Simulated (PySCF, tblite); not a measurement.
# C10H14: geometry, infrared bands and NMR shifts

Wanted: the infrared bands and NMR shifts of C10H14 (`CCC1=C[C@@H]2C=C[C@]12CC`), by calculation.

Programs: tblite 0.8.0 and PySCF 2.14.0, with density-fitted response routines of our own. Each step states its level of theory. These are calculated values for one molecule in the gas phase, unless marked as measured. Atoms are numbered from 0 throughout.

**1. The molecule as given**

24 atoms, charge 0, multiplicity 1; geometry from: force field or distance geometry start.

Bonds of the start (Å): C0–C1 1.52, C1–C2 1.50, C2–C3 1.33, C3–C4 1.45, C4–C5 1.47, C5–C6 1.33, C6–C7 1.47, C7–C8 1.49, C8–C9 1.52, C7–C2 1.46, C7–C4 1.48, C0–H10 1.10, C0–H11 1.10, C0–H12 1.09, C1–H13 1.10, C1–H14 1.10, C3–H15 1.09, C4–H16 1.10, C5–H17 1.08, C6–H18 1.09, C8–H19 1.10, C8–H20 1.12, C9–H21 1.11, C9–H22 1.13, C9–H23 1.12.

**2. Relaxing the molecule with GFN2-xTB**

The job: settings as JSON, then the geometry in Å.

```
{"job": {"kind": "relax", "xc": "GFN2-xTB", "basis": "xTB"}, "charge": 0, "multiplicity": 1}
C      3.020600     0.195800     0.563200
C      1.651600     0.811000     0.786800
C      0.654800     0.180600    -0.132800
C      0.679500    -0.736700    -1.089300
C     -0.739100    -0.638300    -1.373000
C     -1.187500     0.362900    -2.346900
C     -1.218100     1.294200    -1.402000
C     -0.773500     0.405300    -0.325400
C     -1.687300     0.191000     0.834500
C     -1.648500    -1.222200     1.391600
H      3.287600    -0.539000     1.330100
H      3.745400     1.025700     0.496900
H      2.958300    -0.334900    -0.383700
H      1.639300     1.880900     0.548600
H      1.357500     0.690300     1.844900
H      1.502000    -1.345800    -1.449800
H     -1.362100    -1.531300    -1.244300
H     -1.403100     0.368800    -3.404700
H     -1.489600     2.349600    -1.435300
H     -2.732300     0.392400     0.553000
H     -1.448800     0.866200     1.693600
H     -2.060900    -1.273900     2.424800
H     -0.556900    -1.489600     1.443700
H     -2.200500    -1.883300     0.682700
```

Run with:

```sh
> OMP_NUM_THREADS=1 python probes_run.py task.json out
```

This one command runs all jobs of the session in turn.

**Question.** This job is followed by: GFN2-xTB harmonic vibrations, gas phase; GIAO PBE0/pcSseg-1 NMR shielding, non-relativistic, gas phase. What will the session give for the following? strongest single infrared mode (GFN2-xTB); zero-point energy (GFN2-xTB); 13C shifts against TMS (PBE0/pcSseg-1); 1H shifts against TMS (PBE0/pcSseg-1, means over atoms taken as alike).

**Answer**, as computed:

| quantity | value |
| --- | --- |
| strongest single infrared mode (GFN2-xTB) | 3127 cm⁻¹, 73 km/mol |
| zero-point energy (GFN2-xTB) | 130.1 kcal/mol |
| 13C shifts against TMS (PBE0/pcSseg-1) | 171.2, 156.5, 153.3, 140.4, 65.8, 49.9, 27.1, 24.9, 12.6, 12.0 ppm |
| 1H shifts against TMS (PBE0/pcSseg-1, means over atoms taken as alike) | 7.03, 6.88, 6.45, 3.62, 2.17, 1.96, 1.95, 1.71, 1.23, 0.83 ppm |

The optimisation took 120 steps and gained 0.872 eV; among the close pairs (by a distance rule), C4–C7 changed most, from 1.479 to 1.563 Å. No mode is imaginary among the 66: a minimum at this level. The strongest single mode, at 3127 cm⁻¹, moves mainly H15. GFN2-xTB is a fitted tight-binding method: band positions and strengths are rough. Its intensities can rank the bands wrongly.
